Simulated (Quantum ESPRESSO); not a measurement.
# Ta in Quantum ESPRESSO: a series of runs, part 2 of 4

Quantum ESPRESSO 7.5.

## Step 3: Work function, PBE

File pw.in:

```
&CONTROL
  calculation = 'scf'
  prefix = 'pwscf'
  outdir = './tmp'
  pseudo_dir = './pseudo'
  tprnfor = .true.
  disk_io = 'low'
/
&SYSTEM
  ibrav = 0
  celldm(1) = 8
  nat = 2
  ntyp = 1
  ecutwfc = 35
  nbnd = 20
  occupations = 'smearing'
  smearing = 'fd'
  degauss = 0.00367493
/
&ELECTRONS
  conv_thr = 2d-09
  electron_maxstep = 150
  mixing_beta = 0.3
  mixing_mode = 'local-TF'
/
ATOMIC_SPECIES
Ta   180.9479 Ta.upf
CELL_PARAMETERS alat
  0.6422659422919  -0.0000000000000   0.0000000000000
 -0.0000000000000   0.6422659422919   0.0000000000000
  0.0000000000000   0.0000000000000   6.7289934763512
ATOMIC_POSITIONS crystal
Ta     1.0000000000    0.5000000000    0.3026400000
Ta     0.5000000000    0.0000000000    0.2239200000
K_POINTS automatic
10 10 1 0 0 0
```

File pp_density.in:

```
&INPUTPP
  prefix = 'pwscf'
  outdir = './tmp'
  filplot = 'density.dat'
  plot_num = 0
/
&PLOT
  nfile = 1
  filepp(1) = 'density.dat'
  iflag = 3
  output_format = 6
  fileout = 'density.cube'
/
```

File pp_potential.in:

```
&INPUTPP
  prefix = 'pwscf'
  outdir = './tmp'
  filplot = 'potential.dat'
  plot_num = 11
/
&PLOT
  nfile = 1
  filepp(1) = 'potential.dat'
  iflag = 3
  output_format = 6
  fileout = 'potential.cube'
/
```

File pp_elf.in:

```
&INPUTPP
  prefix = 'pwscf'
  outdir = './tmp'
  filplot = 'elf.dat'
  plot_num = 8
/
&PLOT
  nfile = 1
  filepp(1) = 'elf.dat'
  iflag = 3
  output_format = 6
  fileout = 'elf.cube'
/
```

Potentials or basis: PseudoDojo 0.4.1 SR PBE standard.

On the command line:

```sh
$ OMP_NUM_THREADS=1 mpirun -n 2 pw.x -nk 2 -in pw.in > pw.out
$ OMP_NUM_THREADS=1 mpirun -n 1 pp.x -in pp_density.in > pp_density.out
$ OMP_NUM_THREADS=1 mpirun -n 1 pp.x -in pp_potential.in > pp_potential.out
$ OMP_NUM_THREADS=1 mpirun -n 1 pp.x -in pp_elf.in > pp_elf.out
```

pw.out:

```text
This program is part of the open-source Quantum ESPRESSO suite
     for quantum simulation of materials; please cite
         "P. Giannozzi et al., J. Phys.:Condens. Matter 21 395502 (2009);
         "P. Giannozzi et al., J. Phys.:Condens. Matter 29 465901 (2017);
         "P. Giannozzi et al., J. Chem. Phys. 152 154105 (2020);
     in publications or presentations arising from this work. More details at

     Message from routine setup:
     using ibrav=0 with symmetry is DISCOURAGED, use correct ibrav instead

     K-points division:     npool     =       2
     Subspace diagonalization in iterative solution of the eigenvalue problem:
     a serial algorithm will be used

     G-vector sticks info
     --------------------
     sticks:   dense  smooth     PW     G-vecs:    dense   smooth      PW
     Sum         293     293     97                39879    39879    7557

     Using Slab Decomposition

     bravais-lattice index     =            0
     lattice parameter (alat)  =       8.0000  a.u.
     unit-cell volume          =    1421.1825 (a.u.)^3
     number of atoms/cell      =            2
     number of atomic types    =            1
     number of electrons       =        26.00
     number of Kohn-Sham states=           20
     kinetic-energy cutoff     =      35.0000  Ry
     charge density cutoff     =     140.0000  Ry
     scf convergence threshold =      2.0E-09
     mixing beta               =       0.3000
     number of iterations used =            8  local-TF  mixing
     Exchange-correlation= PBE
                           (   1   4   3   4   0   0   0)

     celldm(1)=   8.000000  celldm(2)=   0.000000  celldm(3)=   0.000000
     celldm(4)=   0.000000  celldm(5)=   0.000000  celldm(6)=   0.000000

     crystal axes: (cart. coord. in units of alat)
               a(1) = (   0.642266  -0.000000   0.000000 )
               a(2) = (  -0.000000   0.642266   0.000000 )
               a(3) = (   0.000000   0.000000   6.728993 )

     reciprocal axes: (cart. coord. in units 2 pi/alat)
               b(1) = (  1.556987  0.000000 -0.000000 )
               b(2) = (  0.000000  1.556987 -0.000000 )
               b(3) = ( -0.000000 -0.000000  0.148611 )

     PseudoPot. # 1 for Ta read from file:
     Ta.upf
     Pseudo is Norm-conserving + core correction, Zval = 13.0
     Generated using ONCVPSP code by D. R. Hamann
     Using radial grid of 1450 points,  8 beta functions with:
                l(1) =   0
                l(2) =   0
                l(3) =   1
                l(4) =   1
                l(5) =   2
                l(6) =   2
                l(7) =   3
                l(8) =   3

     atomic species   valence    mass     pseudopotential
     Ta               13.00   180.94790     Ta( 1.00)

      8 Sym. Ops. (no inversion) found ( 4 have fractional translation)

   Cartesian axes

     site n.     atom                  positions (alat units)
         1        Ta     tau(   1) = (   0.6422659   0.3211330   2.0364626  )
         2        Ta     tau(   2) = (   0.3211330   0.0000000   1.5067562  )

     number of k points=    21  Fermi-Dirac smearing, width (Ry)=  0.0037
                       cart. coord. in units 2pi/alat
        k(    1) = (   0.0000000   0.0000000   0.0000000), wk =   0.0200000
        k(    2) = (   0.0000000   0.1556987   0.0000000), wk =   0.0800000
        k(    3) = (   0.0000000   0.3113975   0.0000000), wk =   0.0800000
        k(    4) = (   0.0000000   0.4670962   0.0000000), wk =   0.0800000
        k(    5) = (   0.0000000   0.6227950   0.0000000), wk =   0.0800000
        k(    6) = (   0.0000000  -0.7784937   0.0000000), wk =   0.0400000
[... 13 lines left out ...]
        k(   20) = (   0.6227950  -0.7784937   0.0000000), wk =   0.0800000
        k(   21) = (  -0.7784937  -0.7784937   0.0000000), wk =   0.0200000

     Dense  grid:    39879 G-vectors     FFT dimensions: (  20,  20, 216)

     Initial potential from superposition of free atoms

     starting charge      25.9982, renormalised to      26.0000

     negative rho (up, down):  7.168E-05 0.000E+00
     Starting wfcs are   20 randomized atomic wfcs

     Self-consistent Calculation

     iteration #  1     ecut=    35.00 Ry     beta= 0.30
     Davidson diagonalization with overlap
     ethr =  1.00E-02,  avg # of iterations =  4.0

     negative rho (up, down):  2.895E-08 0.000E+00
[... 56 lines left out ...]
     total energy              =    -260.17669129 Ry
     estimated scf accuracy    <       0.00137060 Ry

     iteration #  9     ecut=    35.00 Ry     beta= 0.30
     Davidson diagonalization with overlap
     c_bands:  1 eigenvalues not converged
     ethr =  5.27E-06,  avg # of iterations =  4.8

     negative rho (up, down):  1.017E-02 0.000E+00

     total energy              =    -260.17667416 Ry
     estimated scf accuracy    <       0.00107208 Ry
[... 34 lines left out ...]
     total energy              =    -260.17640212 Ry
     estimated scf accuracy    <       0.00001196 Ry

     iteration # 14     ecut=    35.00 Ry     beta= 0.30
     Davidson diagonalization with overlap
     c_bands:  1 eigenvalues not converged
     ethr =  4.60E-08,  avg # of iterations =  4.0

     negative rho (up, down):  1.670E-04 0.000E+00

     total energy              =    -260.17639487 Ry
     estimated scf accuracy    <       0.00001660 Ry
[... 26 lines left out ...]
     iteration # 18     ecut=    35.00 Ry     beta= 0.30
     Davidson diagonalization with overlap
     ethr =  8.32E-11,  avg # of iterations =  2.4

     End of self-consistent calculation

          k = 0.0000 0.0000 0.0000 (  4929 PWs)   bands (ev):

   -68.3176 -68.2530 -35.2154 -34.5928 -34.2077 -34.2077 -34.0531 -34.0531
    -7.6554  -5.6682  -3.7587  -2.4185  -1.4668  -0.5800   0.3801   1.8679
     1.8679   3.7909   3.8919   4.2727
[... 21 lines left out ...]
   -68.2102 -68.1906 -35.3587 -35.3453 -34.7720 -34.6068 -34.0518 -34.0052
    -4.7415  -4.1062  -2.2036  -1.7958  -0.6648  -0.0228   1.6587   1.7478
     2.1471   2.8148   3.9841   4.7728

          k = 0.0000-0.7785 0.0000 (  5014 PWs)   bands (ev):

   -68.1926 -68.1926 -35.4537 -35.4537 -34.6859 -34.6859 -34.0179 -34.0179
    -4.3394  -4.3394  -1.9229  -1.9229  -0.2424  -0.2424   1.4902   1.4902
     2.8875   2.8875   4.3870   4.3870

          k = 0.1557 0.1557 0.0000 (  4925 PWs)   bands (ev):
[... 19 lines left out ...]
   -68.1991 -68.1824 -35.3384 -35.3240 -34.7618 -34.6058 -34.1702 -34.1248
    -4.4502  -3.7506  -2.0175  -1.6792  -0.8210  -0.5261   1.3155   1.6391
     2.2055   2.5366   4.3853   4.8995

          k = 0.1557-0.7785 0.0000 (  4986 PWs)   bands (ev):

   -68.1819 -68.1819 -35.4329 -35.4328 -34.6777 -34.6777 -34.1371 -34.1371
    -4.0471  -4.0471  -1.5702  -1.5702  -0.9900  -0.9900   1.8540   1.8540
     2.2437   2.2437   5.0679   5.0679

          k = 0.3114 0.3114 0.0000 (  4975 PWs)   bands (ev):
[... 13 lines left out ...]
   -68.1717 -68.1598 -35.2840 -35.2718 -34.7353 -34.6182 -34.4546 -34.4289
    -3.9375  -3.0557  -2.2999  -2.1134  -0.2602  -0.1506   0.3604   1.7336
     1.9215   2.6162   5.1114   5.1204

          k = 0.3114-0.7785 0.0000 (  4966 PWs)   bands (ev):

   -68.1574 -68.1574 -35.3792 -35.3792 -34.6605 -34.6605 -34.4400 -34.4400
    -3.5367  -3.5367  -2.2384  -2.2384  -0.3425  -0.3425   1.3060   1.3060
     2.3604   2.3604   6.1704   6.1704

          k = 0.4671 0.4671 0.0000 (  4967 PWs)   bands (ev):
[... 7 lines left out ...]
   -68.1437 -68.1360 -35.2241 -35.2223 -34.8497 -34.7856 -34.6945 -34.5744
    -3.9037  -3.3833  -2.7187  -2.5530  -0.2303   1.1401   1.7018   1.9860
     2.2523   2.9613   5.1961   5.9882

          k = 0.4671-0.7785 0.0000 (  5004 PWs)   bands (ev):

   -68.1313 -68.1313 -35.3224 -35.3224 -34.7964 -34.7964 -34.6366 -34.6366
    -3.7515  -3.7515  -2.8481  -2.8481   0.6581   0.6581   1.9322   1.9322
     2.7453   2.7453   7.1084   7.1084

          k = 0.6228 0.6228 0.0000 (  4991 PWs)   bands (ev):

   -68.1183 -68.1141 -35.2571 -35.2446 -35.0297 -34.9822 -34.6608 -34.5941
    -4.2787  -4.1175  -2.9441  -2.7181   0.1031   1.2066   2.3230   2.9402
     3.8005   4.0814   5.7896   7.2531

          k = 0.6228-0.7785 0.0000 (  4986 PWs)   bands (ev):

   -68.1069 -68.1069 -35.3136 -35.3136 -35.0233 -35.0233 -34.6240 -34.6240
    -4.4232  -4.4232  -2.9404  -2.9404   0.8054   0.8054   2.6724   2.6724
     4.4973   4.4973   7.7576   7.7576

          k =-0.7785-0.7785 0.0000 (  5012 PWs)   bands (ev):

   -68.0997 -68.0997 -35.3467 -35.3467 -35.0733 -35.0733 -34.6198 -34.6198
    -4.6799  -4.6799  -3.0061  -3.0061   1.0526   1.0526   2.5149   2.5149
     5.7719   5.7719   8.2058   8.2058

     the Fermi energy is    -0.5105 ev

!    total energy              =    -260.17639805 Ry
     estimated scf accuracy    <          1.3E-09 Ry
     smearing contrib. (-TS)   =      -0.00100998 Ry
     internal energy E=F+TS    =    -260.17538807 Ry

     The total energy is F=E-TS. E is the sum of the following terms:
     one-electron contribution =   -2133.03491245 Ry
     hartree contribution      =    1060.44349898 Ry
     xc contribution           =     -59.06968794 Ry
     ewald contribution        =     871.48571335 Ry

     convergence has been achieved in  18 iterations

     Forces acting on atoms (cartesian axes, Ry/au):

     atom    1 type  1   force =     0.00000000    0.00000000   -0.00254160
     atom    2 type  1   force =     0.00000000    0.00000000    0.00254160

     Total force =     0.003594     Total SCF correction =     0.000204

=------------------------------------------------------------------------------=
   JOB DONE.
=------------------------------------------------------------------------------=
```

Run time: 25 s. Hardware: 2 MPI ranks of Arm Neoverse V2, shared host; peak memory 0.22 GiB.

These settings aren't checked as converged: the numbers below hold their error.

Results:

```yaml
Free_energy: -3539.8802 eV
Largest_force: 0.065 eV/Å
Band_gap_on_the_k_mesh: none (metal or under the smearing width)
Work_function_of_the_upper_face: 4.64 eV
Work_function_of_the_lower_face: 4.64 eV
```

Caveat: the cutoff lies well under what these potentials need, so the values aren't converged.

[end of part 2 of 4]
